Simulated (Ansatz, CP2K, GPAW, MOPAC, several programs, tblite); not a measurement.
Many methods on one cell: AgCl (Fm-3m)

A 2-atom cell of AgCl started from a crystallographic database, relaxed with r2SCAN in Ansatz, was computed with several methods. Space group Fm-3m (No. 225), cubic; conventional cell a = 5.546 Å, 21.33 Å³ an atom. Around Ag lie 6 Cl at 2.77 Å; around Cl lie 6 Ag at 2.77 Å. (Simulation; spin polarisation is off.)

Space group Fm-3m (No. 225). a = 5.546 Å, b = 5.546 Å, c = 5.546 Å, α = 90.00°, β = 90.00°, γ = 90.00°
```
atom  site  symmetry       x       y       z
  Ag    4a      m-3m  0.0000  0.0000  0.0000
  Cl    4b      m-3m  0.5000  0.0000  0.0000
```

Gaps and times are for a single point on this cell; volume and bulk modulus come from each method's own relaxation or energy curve at fixed shape. Times are rough, from shared hosts (Arm Neoverse V2), and each method has its own mesh and cell size. PM7 (MOPAC), GFN1-xTB (tblite), GFN2-xTB (tblite) treat a cluster of cells at its zone centre, which samples few k points: where these miss a band edge, the gap comes out too large for that reason alone. Gaps from k meshes are read at a limited set of points (mesh, symmetry points, PBE's band edges), so each method's own least gap may be somewhat smaller. xTB and the PM methods were fitted mostly to molecules, and can miss a solid's gap by electronvolts. Minimal bases can be far off for gaps. GLLB-SC's gap includes the derivative discontinuity. d marks a direct gap, i an indirect one (no mark: not told apart), a dash a value that wasn't computed or didn't pass its checks.

```json
{"method": "light PBE (260 eV and a coarse mesh)", "kind": "light plane-wave", "gap (eV)": "0.97 i", "own volume (Å³/atom)": "–", "bulk modulus (GPa)": "–", "atoms computed": "2", "processor time": "0.64 s"}
{"method": "PBE", "kind": "semilocal", "gap (eV)": "0.91 i", "own volume (Å³/atom)": "22.08", "bulk modulus (GPa)": "42", "atoms computed": "2", "processor time": "1.5 s"}
{"method": "GFN1-xTB (tblite)", "kind": "tight binding", "gap (eV)": "1.88", "own volume (Å³/atom)": "21.67", "bulk modulus (GPa)": "64", "atoms computed": "64", "processor time": "2.7 s"}
{"method": "r2SCAN", "kind": "semilocal", "gap (eV)": "1.48 i", "own volume (Å³/atom)": "21.33", "bulk modulus (GPa)": "50", "atoms computed": "2", "processor time": "3.9 s"}
{"method": "GFN2-xTB (tblite)", "kind": "tight binding", "gap (eV)": "2.18", "own volume (Å³/atom)": "20.40", "bulk modulus (GPa)": "63", "atoms computed": "64", "processor time": "4.9 s"}
{"method": "PBE/SZV (CP2K)", "kind": "small basis", "gap (eV)": "0.76 i", "own volume (Å³/atom)": "–", "bulk modulus (GPa)": "–", "atoms computed": "2", "processor time": "5 s"}
{"method": "PBE/single zeta (GPAW)", "kind": "small basis", "gap (eV)": "0.59 i", "own volume (Å³/atom)": "–", "bulk modulus (GPa)": "–", "atoms computed": "2", "processor time": "9.1 s"}
{"method": "GLLB-SC (GPAW)", "kind": "model potential", "gap (eV)": "2.39", "own volume (Å³/atom)": "–", "bulk modulus (GPa)": "–", "atoms computed": "2", "processor time": "10 s"}
{"method": "PBE/DZVP (CP2K)", "kind": "small basis", "gap (eV)": "0.88 i", "own volume (Å³/atom)": "22.41", "bulk modulus (GPa)": "41", "atoms computed": "2", "processor time": "16 s"}
{"method": "PM7 (MOPAC)", "kind": "semi-empirical", "gap (eV)": "2.57", "own volume (Å³/atom)": "–", "bulk modulus (GPa)": "–", "atoms computed": "64", "processor time": "4.2 min"}
```

Against r2SCAN (1.48 eV) and with closed or daggered gaps left aside, the nearest gap at the points sampled is that of GFN1-xTB (tblite) (+0.40 eV) and the farthest that of PM7 (MOPAC) (+1.09 eV). r2SCAN is only a yardstick of convenience: semilocal gaps usually lie below measured ones, which GLLB-SC and hybrids aim to mend.

Volumes against r2SCAN's: PBE +3.5 %, GFN1-xTB (tblite) +1.6 %, GFN2-xTB (tblite) -4.4 %, PBE/DZVP (CP2K) +5.1 %.

The runs are scalar-relativistic, without spin-orbit coupling.
